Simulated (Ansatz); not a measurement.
# C₆H₁₉N₃Sn: small, medium and large basis sets

One table from this session's results is given with a row withheld; the runs are named, their logs left out.

Method: one geometry, several basis sets; program: Ansatz 0.2.0, Gaussian basis.

Plan: PBE0-D4/def2-SVP; ωB97M-V/def2-SVP; PBE0-D4/def2-QZVPP; ωB97M-V/def2-QZVPP; the functionals' def2-TZVPP values are taken from earlier runs.

## Structure used throughout

An earlier PBE0-D4 in a triple-zeta def2 set relaxation fixed the geometry. Sn takes the def2 core potential; no spin-orbit term is included.

29 atoms, charge 0, spin multiplicity 1.

Atoms are counted from 1 here; the program's logs count them from 0.

Bond lengths: C1–N2 1.441 Å, C1–H11 1.103 Å, C1–H12 1.099 Å, C1–H13 1.093 Å, N2–C3 1.439 Å, N2–Sn4 2.021 Å, C3–H14 1.103 Å, C3–H15 1.099 Å, C3–H16 1.094 Å, Sn4–N5 2.012 Å, Sn4–N8 2.021 Å, Sn4–H17 1.712 Å, N5–C6 1.441 Å, N5–C7 1.441 Å, C6–H18 1.103 Å, C6–H19 1.092 Å, C6–H20 1.099 Å, C7–H21 1.103 Å and more. Angles: N2–C1–H11 113.1°, N2–C1–H12 110.5°, N2–C1–H13 110.6°, H11–C1–H12 107.0°, H11–C1–H13 107.9°, H12–C1–H13 107.5°, C1–N2–C3 113.1°, C1–N2–Sn4 118.9°, C3–N2–Sn4 120.2°, N2–C3–H14 113.3°, N2–C3–H15 110.5°, N2–C3–H16 110.9°, H14–C3–H15 107.0°, H14–C3–H16 107.7°, H15–C3–H16 107.2°, N2–Sn4–N5 101.4°, N2–Sn4–N8 118.7°, N2–Sn4–H17 107.4° and more.

The first run:

in.yaml reads:

```yaml
crystal:
  periodic: [false, false, false]
  atoms:
    - {symbol: C, position_ang: [-0.545364, 0.219529, 2.381363]}
    - {symbol: N, position_ang: [0.429941, -0.627611, 1.742519]}
    - {symbol: C, position_ang: [0.617629, -1.883339, 2.420238]}
    - {symbol: Sn, position_ang: [0.663531, -0.510833, -0.261318]}
    - {symbol: N, position_ang: [0.993830, 1.458614, -0.509961]}
    - {symbol: C, position_ang: [0.948643, 2.029112, -1.832240]}
    - {symbol: C, position_ang: [1.894214, 2.149993, 0.377270]}
    - {symbol: N, position_ang: [-0.950437, -0.796299, -1.443326]}
    - {symbol: C, position_ang: [-2.110225, 0.038181, -1.254829]}
    - {symbol: C, position_ang: [-1.275607, -2.116829, -1.914357]}
    - {symbol: H, position_ang: [-1.543206, -0.244930, 2.451953]}
    - {symbol: H, position_ang: [-0.230807, 0.463854, 3.406143]}
    - {symbol: H, position_ang: [-0.651681, 1.161569, 1.837270]}
    - {symbol: H, position_ang: [-0.307552, -2.478588, 2.501411]}
    - {symbol: H, position_ang: [0.983416, -1.718211, 3.443808]}
    - {symbol: H, position_ang: [1.362981, -2.496305, 1.905471]}
    - {symbol: H, position_ang: [1.836465, -1.675508, -0.707592]}
    - {symbol: H, position_ang: [1.936183, 2.059399, -2.322489]}
    - {symbol: H, position_ang: [0.271736, 1.459877, -2.473504]}
    - {symbol: H, position_ang: [0.579021, 3.063568, -1.791083]}
    - {symbol: H, position_ang: [2.929197, 2.187090, -0.002125]}
    - {symbol: H, position_ang: [1.567679, 3.189778, 0.520934]}
    - {symbol: H, position_ang: [1.912107, 1.668845, 1.357857]}
    - {symbol: H, position_ang: [-2.646191, 0.172728, -2.205354]}
    - {symbol: H, position_ang: [-2.832237, -0.379671, -0.533382]}
    - {symbol: H, position_ang: [-1.816866, 1.029467, -0.899893]}
    - {symbol: H, position_ang: [-1.949251, -2.668675, -1.237173]}
    - {symbol: H, position_ang: [-1.775855, -2.065266, -2.892025]}
    - {symbol: H, position_ang: [-0.370993, -2.717538, -2.045287]}
basis:
  gaussian: {orbitals: def2-SVP}
hamiltonian: {xc: pbe0, dispersion: d4}
output: {orbitals: {seedname: orbitals}}
```

Launch:

```console
$ ansatz run in.yaml --threads 11 --pin off --events-out ev --progress --plain --max-ram 120832MiB --backend cpu
```

Steps of the session up to this table: PBE0-D4 in def2-SVP; ωB97M-V in def2-SVP; PBE0-D4 in def2-QZVPP; ωB97M-V in def2-QZVPP.

One of the session's tables, all rows but one given; the rest of the session is left out.

| functional | basis | HOMO (eV) | LUMO (eV) |
| --- | --- | --- | --- |
| PBE0-D4 | def2-SVP | -5.60 | 0.73 |
| PBE0-D4 | def2-TZVPP | -5.71 | 0.41 |
| PBE0-D4 | def2-QZVPP | -5.74 | 0.23 |
| ωB97M-V | def2-SVP | ? | ? |
| ωB97M-V | def2-TZVPP | -7.99 | 1.78 |
| ωB97M-V | def2-QZVPP | -8.01 | 1.28 |

Estimate the missing values for ωB97M-V, def2-SVP.

As computed: HOMO (eV): -7.87; LUMO (eV): 2.51. In the column «HOMO (eV)» it lies between ωB97M-V, def2-TZVPP (-7.99) and PBE0-D4, def2-QZVPP (-5.74).
